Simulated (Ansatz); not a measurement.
# BaSn: the cost of one run

Computed with Ansatz 0.2.0, driven from Python. The levels of theory stand in the script.

### 1 Starting point

Symmetry: Cmcm, No. 63, orthorhombic system. Conventional cell: a = 5.310 Å, b = 12.485 Å, c = 4.650 Å, α = 90.00°, β = 90.00°, γ = 90.00°. Ba (site symmetry m2m) has 7 Sn at 3.60 to 3.71 Å and 2 Ba at 4.03 Å in its first shell of neighbours. Around Sn (site symmetry m2m) lie 2 Sn at 2.99 Å and 7 Ba at 3.60 to 3.71 Å.

The script holds or builds the structure itself.

### 2 The code

The input, xc_basn.py:

```python
# -*- coding: utf-8 -*-
"""Functional comparison for BaSn (totals differ with the potentials too)."""

import ansatz
from pymatgen.core import Lattice, Structure
from pymatgen.io.ase import AseAtomsAdaptor

pmg_structure = Structure(
    Lattice([[2.655, -6.2425, 0.0], [2.655, 6.2425, 0.0], [0.0, 0.0, 4.65]]),
    ["Ba", "Ba", "Sn", "Sn"],
    [
        [0.868, 0.132, 0.25],
        [0.132, 0.868, 0.75],
        [0.575, 0.425, 0.25],
        [0.425, 0.575, 0.75],
    ],
)
cell = ansatz.Crystal.from_ase(AseAtomsAdaptor.get_atoms(pmg_structure))

model = (
    cell.calculation()
    .occupations("cold", width=100 * ansatz.meV)
    .scf(tolerance=1e-09)
    .kpoints(5, 5, 6, center="gamma")
    .stress()
)

rows = []
for value in ["blyp", "pbesol", "lda"]:
    rep = model.functional(value).run().report
    rows.append((value, rep["free_energy_ev"] / len(rep["lattice"]["sites"]), rep["n_iterations"], sum(rep["stress_gpa"][i][i] for i in range(3)) / 3, rep["n_kpoints"]))

print("  functional   F/atom (eV)    iterations       P (GPa)      k-points")
for row in rows:
    print(f"{str(row[0]):>12s}  {row[1]:12.5f}  {row[2]:12d}  {row[3]:12.3f}  {row[4]:12d}")
```

### 3 The calls as engine input

The engine receives this input (first run):

```yaml
crystal:
  lattice:
    - [2.655, -6.2425, 0.0]
    - [2.655, 6.2425, 0.0]
    - [0.0, 0.0, 4.65]
  atoms:
    - { symbol: Ba, position: [0.8679999999999999, 0.13200000000000006, 0.25] }
    - { symbol: Ba, position: [0.13199999999999998, 0.868, 0.75] }
    - { symbol: Sn, position: [0.5749999999999998, 0.42499999999999993, 0.25] }
    - { symbol: Sn, position: [0.42500000000000004, 0.575, 0.75] }
kpoints:
  mp_grid:
    grid: [5, 5, 6]
    shift: [0.0, 0.0, 0.0]
hamiltonian:
  xc: blyp
scf:
  convergence:
    dr2_threshold: 1.0e-09
  occupations:
    method: cold
    width: 0.1
output:
  stress: true
```

### 4 The run

Started as:

```
> python xc_basn.py
```

What time and memory should one allow on 1 thread of Arm Neoverse V1, shared host?

About 39 s, with a peak of 0.59 GiB.
